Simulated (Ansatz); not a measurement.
**GaNH₂ (singlet): from Hartree-Fock to the top rungs, cc-pVTZ**

One table from this session's results is given with a row withheld; the runs are named, their logs left out.

Method: cc-pVTZ, core rule «outside noble gas», up to 15 orbitals frozen; program: Ansatz 0.2.0, Gaussian basis.

The runs, in order: UHF; CCSD(T) on RHF; BCCD(T) on RHF; CCSDT(Q) on RHF.

13 further runs of the same task are left out: 8 for a known fault of the program, 5 set aside as unsound or not needed.

### What is computed

The geometry is a PBE0/def2-TZVP stationary point (not a proven minimum) of the parent state, kept for this charge and spin. No spin-orbit coupling is included. The filled d shell of Ga may be among the frozen orbitals whatever the setting's name suggests; the logs give the count.

4 atoms, charge 0, spin multiplicity 1.

Atoms are counted from 1 here; the program's logs count them from 0.

Bond lengths: N1–Ga2 1.886 Å, N1–H3 1.014 Å, N1–H4 1.014 Å. Angles: Ga2–N1–H3 111.5°, Ga2–N1–H4 111.5°, H3–N1–H4 109.1°.

Set-up of the first run:

in.yaml reads:

```yaml
crystal:
  periodic: [false, false, false]
  atoms:
    - {symbol: N, position_ang: [-0.104201, 0.000000, 1.521268]}
    - {symbol: Ga, position_ang: [0.011438, 0.000000, -0.361116]}
    - {symbol: H, position_ang: [0.328389, -0.826162, 1.919816]}
    - {symbol: H, position_ang: [0.328389, 0.826162, 1.919816]}
basis:
  gaussian: {orbitals: cc-pVTZ}
magnetization: {spin_polarized: true, initial_magnetization: 0}
hamiltonian: {xc: hf}
output: {orbitals: {seedname: orbitals}}
```

Run with:

```console
ansatz run in.yaml --threads 1 --pin off --events-out ev --progress --plain --max-ram 4096MiB --backend cpu
```

Steps of the session up to this table: UHF; CCSD(T) on RHF; BCCD(T) on RHF; CCSDT(Q) on RHF.

One of the session's tables, all rows but one given; the rest of the session is left out.

| method | from RCCSDT(Q) (meV) |
| --- | --- |
| RHF | +8333.1 |
| RMP2 | ? |
| RCCSD | +337.6 |
| RCCSD(T) | +27.1 |
| BCCD(T) | +24.9 |
| RCCSDT | +18.6 |
| RCCSDT(Q) | 0 |

**Question.** Estimate the row for RMP2.

As computed: from RCCSDT(Q) (meV): +785.2. In the column «from RCCSDT(Q) (meV)» it lies between RCCSD (+337.6) and RHF (+8333.1).
